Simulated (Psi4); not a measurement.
# TiF4 (SMILES [F][Ti]([F])([F])[F]): PBE/def2-SVP

What is the vertical ionisation energy of TiF4 at PBE/def2-SVP? 

The calculation is run with Psi4 1.11.

8 further runs of the same task are left out: 8 that didn't finish.

### Step 1. The structure to begin with

The species is TiF4 (5 atoms), meant as a singlet with charge 0. SMILES: `[F][Ti]([F])([F])[F]`. Geometry: relaxed at PBE0-D4/def2-TZVP.

Bond lengths: F1–Ti2 1.740 Å, Ti2–F3 1.740 Å, Ti2–F4 1.740 Å, Ti2–F5 1.740 Å. Angles: F1–Ti2–F3 109.5°, F1–Ti2–F4 109.5°, F1–Ti2–F5 109.5°, F3–Ti2–F4 109.5°, F3–Ti2–F5 109.5°, F4–Ti2–F5 109.5°.

### Step 2. Energy and gradient at PBE/def2-SVP

Contents of calc.inp:

```
memory 2200 MB

molecule {
  F
  Ti 1 1.739525
  F 2 1.739531 1 109.46771
  F 2 1.739519 1 109.47046 3 -120.00217
  F 2 1.739518 4 109.4615 1 119.9992
  symmetry c1
  no_reorient
  no_com
}

set puream true
set e_convergence 1e-09
set d_convergence 1e-08
set scf_type pk
set dft_radial_points 99
set dft_spherical_points 590

E, wfn = gradient('pbe/def2-SVP', return_wfn=True)
oeprop(wfn, 'MULLIKEN_CHARGES', 'MAYER_INDICES', 'QUADRUPOLE', title='PBE')
print_variables()
```

Run with:

```sh
psi4 calc.inp calc.out -n 1
```

calc.out:

```text
[...]
  Running in c1 symmetry.
[...]
  Nuclear repulsion =  331.469194435593749
[...]
  Multiplicity = 1
[...]
  Nalpha       = 29
  Nbeta        = 29
[...]
    Number of basis functions: 87
[...]
   @RKS iter   1: -1247.80650447311996   -7.11240e-01   1.11625e-02 DIIS/ADIIS
[...]
   @RKS iter  14: -1248.13843674531540   -4.54747e-12   4.56788e-09 DIIS
[...]
    Orbital Energies [Eh]
    ---------------------
    Doubly Occupied:
       1A   -177.809726     2A    -24.281453     3A    -24.281412
       4A    -24.281412     5A    -24.281411     6A    -19.596574
       7A    -16.388085     8A    -16.388085     9A    -16.388084
      10A     -2.329227    11A     -1.494758    12A     -1.494756
      13A     -1.494755    14A     -1.054150    15A     -1.039518
      16A     -1.039515    17A     -1.039512    18A     -0.428357
      19A     -0.428355    20A     -0.428349    21A     -0.415921
      22A     -0.415914    23A     -0.404884    24A     -0.383977
      25A     -0.383977    26A     -0.383976    27A     -0.368784
      28A     -0.368782    29A     -0.368781
[...]
  @RKS Final Energy: -1248.13843674531540
   => Energetics <=
    Nuclear Repulsion Energy =            331.4691944355937494
    One-Electron Energy =               -2381.2288259777724306
    Two-Electron Energy =                 884.9746181648941956
    DFT Exchange-Correlation Energy =     -83.3534233680309455
    Empirical Dispersion Energy =           0.0000000000000000
    VV10 Nonlocal Energy =                  0.0000000000000000
    Total Energy =                      -1248.1384367453154027
[...]
  -Total Gradient:
     Atom            X                  Y                   Z
    ------   -----------------  -----------------  -----------------
       1        0.000095302074     0.000006586223     0.003225720555
       2        0.000005307446    -0.000001901552     0.000001564265
       3       -0.000085605934     0.003229383965    -0.001117818905
       4        0.002849926158    -0.001629754172    -0.001207028248
       5       -0.002645527518    -0.001670182374    -0.001172826543
[...]
 Multipole Moments:
 ------------------------------------------------------------------------------------
     Multipole            Electronic (a.u.)      Nuclear  (a.u.)        Total (a.u.)
 ------------------------------------------------------------------------------------
 L = 1.  Multiply by 2.5417464519 to convert [e a0] to [Debye]
 Dipole X            :          0.0000996           -0.0000253            0.0000743
 Dipole Y            :         -0.0001226            0.0000352           -0.0000874
 Dipole Z            :         -0.0000036            0.0000014           -0.0000022
 Magnitude           :                                                    0.0001147
 L = 2.  Multiply by 1.3450342976 to convert [e a0^2] to [Debye ang]
 Quadrupole XX       :       -156.9614946          129.6537188          -27.3077758
 Quadrupole XY       :         -0.0015045            0.0014245           -0.0000800
[...]
  Mulliken Charges: (a.u.)
   Center  Symbol    Alpha    Beta     Spin     Total
       1     F     4.65405  4.65405  0.00000 -0.30810
       2    TI    10.38379 10.38379  0.00000  1.23242
       3     F     4.65406  4.65406  0.00000 -0.30811
       4     F     4.65405  4.65405  0.00000 -0.30810
       5     F     4.65405  4.65405  0.00000 -0.30811
   Total alpha = 29.00000, Total beta = 29.00000, Total charge =  0.00000
  Mayer Bond Indices:
[...]
```

Run time: 12 s. Hardware: 1 thread of Intel Xeon 6975P-C (Granite Rapids), shared host; peak memory 0.83 GiB.

### Step 3. The doublet cation, same level

Contents of f4ti.json:

```json
{
  "schema_name": "qcschema_input",
  "schema_version": 1,
  "molecule": {
    "schema_name": "qcschema_molecule",
    "schema_version": 2,
    "symbols": ["F", "Ti", "F", "F", "F"],
    "geometry": [0.33079656, -1.42993686, 2.94137761, -1.89e-05, 7.559e-05, 3.779e-05, -2.36240332, 2.28097502, 0.15027102, -0.80816027, -2.26908864, -2.23683102, 2.83976704, 1.41801269, -0.85485541],
    "molecular_charge": 1,
    "molecular_multiplicity": 2,
    "fix_symmetry": "c1",
    "fix_com": true,
    "fix_orientation": true
  },
  "driver": "gradient",
  "model": {
    "method": "pbe",
    "basis": "def2-SVP"
  },
  "keywords": {
    "reference": "uks",
    "puream": true,
    "e_convergence": 1e-09,
    "d_convergence": 1e-08,
    "scf_type": "pk",
    "dft_radial_points": 99,
    "dft_spherical_points": 590,
    "maxiter": 100,
    "scf_properties": ["MAYER_INDICES", "DIPOLE", "QUADRUPOLE"]
  }
}
```

Run with:

```sh
psi4 --qcschema f4ti.json -n 1 --memory 2200MB
```

stdout, cut to the lines that bear on the results:

```text
[...]
  Running in c1 symmetry.
[...]
  Nuclear repulsion =  331.469148622665500
[...]
  Multiplicity = 2
[...]
  Nalpha       = 29
  Nbeta        = 28
[...]
    Number of basis functions: 87
[...]
   @UKS iter   1: -1247.36193492091070   -2.66696e-01   9.07594e-03 DIIS/ADIIS
[...]
   @UKS iter  39: -1247.63160579093051   -4.09273e-12   8.07669e-09 DIIS
[...]
   @S^2 Observed:                7.557014750E-01
[...]
  @UKS Final Energy: -1247.63160579093051
   => Energetics <=
    Nuclear Repulsion Energy =            331.4691486226655002
    One-Electron Energy =               -2364.3168957911566395
    Two-Electron Energy =                 868.0920495138334445
    DFT Exchange-Correlation Energy =     -82.8759081362728267
    Empirical Dispersion Energy =           0.0000000000000000
    VV10 Nonlocal Energy =                  0.0000000000000000
    Total Energy =                      -1247.6316057909305073
[...]
 Multipole Moments:
 ------------------------------------------------------------------------------------
     Multipole            Electronic (a.u.)      Nuclear  (a.u.)        Total (a.u.)
 ------------------------------------------------------------------------------------
 L = 1.  Multiply by 2.5417464519 to convert [e a0] to [Debye]
 Dipole X            :          0.0003850           -0.0004157           -0.0000308
 Dipole Y            :         -0.0012194            0.0013229            0.0001035
 Dipole Z            :         -0.0004243            0.0004912            0.0000669
 Magnitude           :                                                    0.0001270
 L = 2.  Multiply by 1.3450342976 to convert [e a0^2] to [Debye ang]
 Quadrupole XX       :       -152.3245929          129.6699811          -22.6546118
 Quadrupole XY       :          0.0097714           -0.0088935            0.0008779
[...]
  -Total Gradient:
     Atom            X                  Y                   Z
    ------   -----------------  -----------------  -----------------
       1        0.000510344009     0.007237669989    -0.013367910839
       2        0.000002734940    -0.000001918165    -0.000001357071
       3        0.009850235241    -0.011631836607    -0.002189274801
       4        0.002041304881     0.011560485757     0.010065557458
       5       -0.012267597545    -0.007086423836     0.005814025514
[...]
```

The result, in JSON:

```text
{
 "driver": "gradient",
 "model": {
  "method": "pbe",
  "basis": "def2-SVP"
 },
 "success": true,
 "return_result": [0.0005103440094112142, 0.007237669989268544, -0.013367910838859437, 2.7349402456680473e-06, -1.918164824478113e-06, -1.3570709960465922e-06, 0.009850235240927568, -0.011631836607028906, -0.002189274801251713, 0.0020413048810334275, 0.011560485756876016, 0.010065557457797622, -0.01226759754490711, -0.00708642383553619, 0.005814025514198282],
 "properties": {
  "calcinfo_nbasis": 87,
  "calcinfo_nmo": 87,
  "calcinfo_nalpha": 29,
  "calcinfo_nbeta": 28,
  "calcinfo_natom": 5,
  "nuclear_repulsion_energy": 331.4691486226655,
  "return_energy": -1247.6316057909305,
  "return_gradient": [0.0005103440094112142, 0.007237669989268544, -0.013367910838859437, 2.7349402456680473e-06, -1.918164824478113e-06, -1.3570709960465922e-06, 0.009850235240927568, -0.011631836607028906, -0.002189274801251713, 0.0020413048810334275, 0.011560485756876016, 0.010065557457797622, -0.01226759754490711, -0.00708642383553619, 0.005814025514198282],
  "scf_one_electron_energy": -2364.3168957911566,
  "scf_two_electron_energy": 868.0920495138334,
  "scf_xc_energy": -82.87590813627283,
  "scf_dipole_moment": [-3.075064109549219e-05, 0.00010348754171258384, 6.691756870691457e-05],
  "scf_total_energy": -1247.6316057909305,
  "scf_total_gradient": [0.0005103440094112142, 0.007237669989268544, -0.013367910838859437, 2.7349402456680473e-06, -1.918164824478113e-06, -1.3570709960465922e-06, 0.009850235240927568, -0.011631836607028906, -0.002189274801251713, 0.0020413048810334275, 0.011560485756876016, 0.010065557457797622, -0.01226759754490711, -0.00708642383553619, 0.005814025514198282],
  "scf_iterations": 39
 }
}
```

It took 31 s on 1 thread of Intel Xeon 6975P-C (Granite Rapids), shared host; peak memory 0.83 GiB.

### Step 4. Outcome

At PBE/def2-SVP:

```
                                          quantity           value
                        singlet TiF4: total energy  -1248.13844 Eh
                       singlet TiF4: dipole moment          0.00 D
                         singlet TiF4: HOMO energy       -10.04 eV
                         singlet TiF4: LUMO energy        -3.78 eV
                       singlet TiF4: HOMO–LUMO gap         6.25 eV
            singlet TiF4: largest force on an atom      0.180 eV/Å
                      doublet cation: total energy  -1247.63161 Eh
doublet cation: HOMO energy (highest over α and β)       -17.62 eV
 doublet cation: LUMO energy (lowest over α and β)       -17.55 eV
                              doublet cation: ⟨S²⟩           0.756
          doublet cation: largest force on an atom      0.795 eV/Å
vertical ionisation energy (to the doublet cation)       13.792 eV
```

In words: The vertical ionisation energy comes to 13.79 eV (1331 kJ/mol). The negative HOMO energy of the first species, 10.04 eV, lies 3.76 eV below that difference.
